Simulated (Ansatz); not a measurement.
# CH₇FO₃Si₂: up Jacob's ladder to CCSD(T)

The task here is to estimate one member of a computed series from the others.

Computed with Ansatz 0.2.0, Gaussian basis. Level: functionals in def2-TZVPP, the program's frozen cores in correlated methods.

Levels to be run: PBE-D4, r2SCAN-D4, PBE0-D4, B3LYP-D4, ωB97X-V, ωB97M-V, B2PLYP; CCSD(T)/def2-TZVPP; MP2/def2-QZVPP; extrapolation to the limit.

**The relaxed structure**

All runs share one geometry, relaxed beforehand with PBE0-D4 in a triple-zeta def2 set.

SMILES `C[Si@@H](O)O[Si@@H](O)F`, 14 atoms, charge 0, spin multiplicity 1.

Atoms are counted from 1 here; the program's logs count them from 0.

Bond lengths: C1–Si2 1.844 Å, C1–H8 1.092 Å, C1–H9 1.093 Å, C1–H10 1.092 Å, Si2–O3 1.640 Å, Si2–O4 1.650 Å, Si2–H11 1.486 Å, O3–H12 0.959 Å, O4–Si5 1.615 Å, Si5–O6 1.621 Å, Si5–F7 1.601 Å, Si5–H13 1.467 Å, O6–H14 0.958 Å. Angles: Si2–C1–H8 110.7°, Si2–C1–H9 110.5°, Si2–C1–H10 110.6°, H8–C1–H9 108.4°, H8–C1–H10 108.3°, H9–C1–H10 108.3°, C1–Si2–O3 107.5°, C1–Si2–O4 109.7°, C1–Si2–H11 112.6°, O3–Si2–O4 110.4°, O3–Si2–H11 110.7°, O4–Si2–H11 106.0°, Si2–O3–H12 117.8°, Si2–O4–Si5 140.6°, O4–Si5–O6 111.8°, O4–Si5–F7 106.5°, O4–Si5–H13 113.2°, O6–Si5–F7 110.3° and more.

As a file:

```xyz
14
CH7FO3Si2
C    -0.9004    2.1425    0.6698
Si    0.4225    0.9072    0.3175
O     0.9766    0.3519    1.7572
O    -0.1987   -0.3334   -0.5754
Si   -0.1533   -1.9449   -0.6730
O    -0.1127   -2.4527   -2.2114
F     1.1696   -2.4094    0.1000
H    -1.3319    2.5210   -0.2595
H    -1.6993    1.6894    1.2614
H    -0.4970    2.9888    1.2307
H     1.5340    1.4763   -0.4887
H     1.6400   -0.3407    1.7440
H    -1.3014   -2.5944   -0.0320
H     0.4520   -2.0017   -2.8407
```

Set-up of the first run:

in.yaml reads:

```yaml
crystal:
  periodic: [false, false, false]
  atoms:
    - {symbol: C, position_ang: [-0.900361, 2.142548, 0.669844]}
    - {symbol: Si, position_ang: [0.422479, 0.907154, 0.317486]}
    - {symbol: O, position_ang: [0.976571, 0.351885, 1.757246]}
    - {symbol: O, position_ang: [-0.198682, -0.333413, -0.575371]}
    - {symbol: Si, position_ang: [-0.153259, -1.944862, -0.672964]}
    - {symbol: O, position_ang: [-0.112706, -2.452709, -2.211407]}
    - {symbol: F, position_ang: [1.169560, -2.409368, 0.099994]}
    - {symbol: H, position_ang: [-1.331948, 2.521045, -0.259531]}
    - {symbol: H, position_ang: [-1.699310, 1.689410, 1.261436]}
    - {symbol: H, position_ang: [-0.496967, 2.988765, 1.230676]}
    - {symbol: H, position_ang: [1.534001, 1.476349, -0.488742]}
    - {symbol: H, position_ang: [1.640039, -0.340679, 1.744024]}
    - {symbol: H, position_ang: [-1.301360, -2.594394, -0.032033]}
    - {symbol: H, position_ang: [0.451963, -2.001731, -2.840667]}
basis:
  gaussian: {orbitals: def2-TZVPP}
hamiltonian: {xc: pbe, dispersion: d4}
output: {forces: true, orbitals: {seedname: orbitals}}
```

On the command line:

```
$ ansatz run in.yaml --threads 2 --pin off --events-out ev --progress --plain --max-ram 22528MiB --backend cuda --devices 0, --max-vram 18GiB
```

Steps of the session up to this table: PBE-D4 (GGA); r2SCAN-D4 (meta-GGA); PBE0-D4 (hybrid); B3LYP-D4 (hybrid); ωB97X-V (range-separated); ωB97M-V (range-separated); B2PLYP (double hybrid); CCSD(T) in def2-TZVPP; MP2 in def2-QZVPP.

One table of the session follows, with a row left open; its other results are not shown here.

It belongs to the step «Atomisation energies». 

| method | atomisation energy (kJ/mol) |
| --- | --- |
| PBE-D4 | 5713.4 |
| r2SCAN-D4 | 5689.1 |
| PBE0-D4 | 5613.2 |
| B3LYP-D4 | 5651.8 |
| ωB97X-V | 5694.0 |
| ωB97M-V | 5699.2 |
| B2PLYP | ? |
| HF/def2-TZVPP | 4187.8 |
| MP2/def2-TZVPP | 5690.1 |
| CCSD/def2-TZVPP | 5473.2 |
| CCSD(T)/def2-TZVPP | 5548.7 |
| MP2/CBS | 5858.1 |
| CCSD(T)/CBS | 5716.8 |

Q: Estimate the row for B2PLYP from the others.

As computed: atomisation energy (kJ/mol): 5620.3. In the column «atomisation energy (kJ/mol)» it lies between PBE0-D4 (5613.2) and B3LYP-D4 (5651.8).
